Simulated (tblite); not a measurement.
# C3H11FSi3: the cost of one run

Computed with tblite 0.8.0 and PySCF 2.14.0, with density-fitted response routines of our own, on a single molecule in the gas phase. Atoms count from 0, in the outputs and in this text.

## (1) The starting structure

18 atoms, charge 0, multiplicity 1; geometry from: force field or distance geometry start.

Bonds of the start (Å): F0–C1 1.38, C1–Si2 1.87, Si2–C3 1.86, C3–C4 1.48, C4–Si5 1.85, Si5–Si6 2.24, Si6–C1 1.86, C1–H7 1.11, Si2–H8 1.49, Si2–H9 1.44, C3–H10 1.12, C3–H11 1.12, C4–H12 1.11, C4–H13 1.12, Si5–H14 1.46, Si5–H15 1.46, Si6–H16 1.46, Si6–H17 1.47.

## (2) Geometry optimisation with GFN2-xTB

What the job is given:

```
{"job": {"kind": "relax", "xc": "GFN2-xTB", "basis": "xTB"}, "charge": 0, "multiplicity": 1}
F      0.917300    -0.275600     2.174600
C      1.576700    -0.231700     0.967600
Si     0.687100    -1.424400    -0.166400
C     -1.117900    -1.234200     0.251400
C     -1.766000     0.005400    -0.234400
Si    -0.628300     1.299500    -0.904100
Si     1.301000     1.451500     0.232500
H      2.642800    -0.493500     1.113800
H      0.839100    -0.848700    -1.528100
H      1.150300    -2.785500    -0.063300
H     -1.668300    -2.141000    -0.109100
H     -1.190100    -1.253200     1.371800
H     -2.395500     0.472800     0.553400
H     -2.418600    -0.302100    -1.096800
H     -0.280200     0.923800    -2.270100
H     -1.262100     2.615400    -0.805200
H      1.222600     2.517800     1.231200
H      2.381400     1.709900    -0.730500
```

Run with:

```bash
> OMP_NUM_THREADS=1 python probes_run.py task.json out
```

The driver reads the jobs from task.json and runs them one after another.

Q: Estimate the wall time and peak memory of this first job on 1 thread of Arm Neoverse V1, shared host.

About 1.3 s, with a peak of 0.18 GiB.
